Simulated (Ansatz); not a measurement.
# Ta: the cost of one run

Method: DFT LDA, scalar-relativistic, plane waves, PAW, in Ansatz 0.2.0.

## (1) The system as given

Symmetry: Im-3m, No. 229, cubic system. The conventional cell has a = 3.310 Å, b = 3.310 Å, c = 3.310 Å, α = 90.00°, β = 90.00°, γ = 90.00°. Ta (site symmetry m-3m) is surrounded by 8 Ta at 2.87 Å.

Coordinates:

```cif
data_structure
_symmetry_space_group_name_H-M 'Im-3m'
_symmetry_Int_Tables_number 229
_cell_length_a 3.3100
_cell_length_b 3.3100
_cell_length_c 3.3100
_cell_angle_alpha 90.000
_cell_angle_beta 90.000
_cell_angle_gamma 90.000
_cell_volume 36.26
loop_
_atom_site_label
_atom_site_type_symbol
_atom_site_symmetry_multiplicity
_atom_site_Wyckoff_symbol
_atom_site_fract_x
_atom_site_fract_y
_atom_site_fract_z
_atom_site_occupancy
Ta1 Ta 2 a 0.00000 0.00000 0.00000 1
```

## (2) Relaxing cell and atoms: Ta, no spin

Contents of input.yaml:

```yaml
crystal:
  lattice:
    - [-1.655, 1.655, 1.655]
    - [1.655, -1.655, 1.655]
    - [1.655, 1.655, -1.655]
  atoms:
    - { symbol: Ta, position: [0.0, 0.0, 0.0] }
scf:
  occupations: { method: gaussian, width: 0.1 }
output:
  forces: true
  stress: true
  eigenvalues: true
hamiltonian:
  xc: lda
kpoints:
  mp_grid: { grid: [24, 24, 24] }
relax:
  f_tol: 0.005
  max_steps: 60
  cell: { stress_tol: 0.02 }
```

Started as:

```bash
ansatz run input.yaml --threads 2 --pin off --max-ram 14336MiB --backend cpu --events-out ev --progress --plain --runs-dir out
```

Q: Estimate wall time and peak memory on 2 threads of Intel Xeon 6975P-C (Granite Rapids), shared host.

About 8.6 s, with a peak of 0.44 GiB.
